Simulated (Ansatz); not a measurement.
# YSi: the cost of one run

Computed with Ansatz 0.2.0 (DFT PBEsol, scalar-relativistic, plane waves, PAW, unless a step's input says otherwise).

1 further run of the same task is left out (set aside as unsound or not needed).

### Step 1. The system as given

Symmetry: Cmcm, No. 63, orthorhombic system. Conventional cell: a = 4.234 Å, b = 10.453 Å, c = 3.808 Å, α = 90.00°, β = 90.00°, γ = 90.00°. Around Y (site symmetry m2m) lie 7 Si at 2.93 to 3.10 Å. Si (site symmetry m2m) is surrounded by 2 Si at 2.48 Å and 7 Y at 2.93 to 3.10 Å.

As a file:

```
Y Si
1.0
     2.11708   -5.22663    0.00000
     2.11708    5.22663    0.00000
     0.00000    0.00000    3.80807
Y Si
2 2
Direct
  0.14033 0.85967 0.25000
  0.85967 0.14033 0.75000
  0.42377 0.57623 0.25000
  0.57623 0.42377 0.75000
```

It goes back to an entry of the Materials Project.

It is the result of an earlier relaxation at this level (volume 21.07 Å³/atom; gap on the mesh: none (metal)).

### Step 2. Electronic structure at the relaxed geometry

input.yaml

```yaml
crystal:
  lattice:
    - [2.1170776308, -5.2266252461, 0.0]
    - [2.1170776308, 5.2266252461, 0.0]
    - [0.0, 0.0, 3.8080719604]
  atoms:
    - { symbol: "Y", position: [0.1403257776, 0.8596742224, 0.25] }
    - { symbol: "Y", position: [0.8596742224, 0.1403257776, 0.75] }
    - { symbol: Si, position: [0.4237684923, 0.5762315077, 0.25] }
    - { symbol: Si, position: [0.5762315077, 0.4237684923, 0.75] }
basis:
  ecutwfc: 420
kpoints:
  mp_grid: { grid: [10, 10, 12] }
  band_path:
    path:
      - [[0.0, 0.0, 0.0], [-0.5, 0.5, 0.0], [-0.29101766, 0.70898234, 0.0]]
      - [[0.29101766, 0.29101766, 0.0], [0.0, 0.0, 0.0], [0.0, 0.0, 0.5], [0.29101766, 0.29101766, 0.5]]
      - [[-0.29101766, 0.70898234, 0.5], [-0.5, 0.5, 0.5], [-0.5, 0.5, 0.0]]
      - [[0.0, 0.0, 0.0], [0.0, 0.5, 0.0], [0.0, 0.5, 0.5], [0.0, 0.0, 0.5], [-0.5, 0.5, 0.5]]
    npoints: 14
hamiltonian:
  xc: pbesol
scf:
  occupations: { method: gaussian, width: 0.1 }
  n_extra_bands: 10
output:
  forces: true
  stress: true
  eigenvalues: true
  populations: true
  dos: { projected: true, de: 0.02, nscf_kmesh: { grid: [15, 15, 18] } }
  bader: true
  write_density: true
  write_potential: true
  elf: true
  volumetric_format: npy
```

The run is started by

```bash
ansatz run input.yaml --threads 1 --pin off --max-ram 2560MiB --backend cpu --events-out ev --progress --plain --runs-dir out
```

Q: Estimate wall time and peak memory on 1 thread of Intel Xeon at 2.50GHz (Skylake/Cascade Lake), shared host.

About 4.5 min, with a peak of 0.98 GiB.
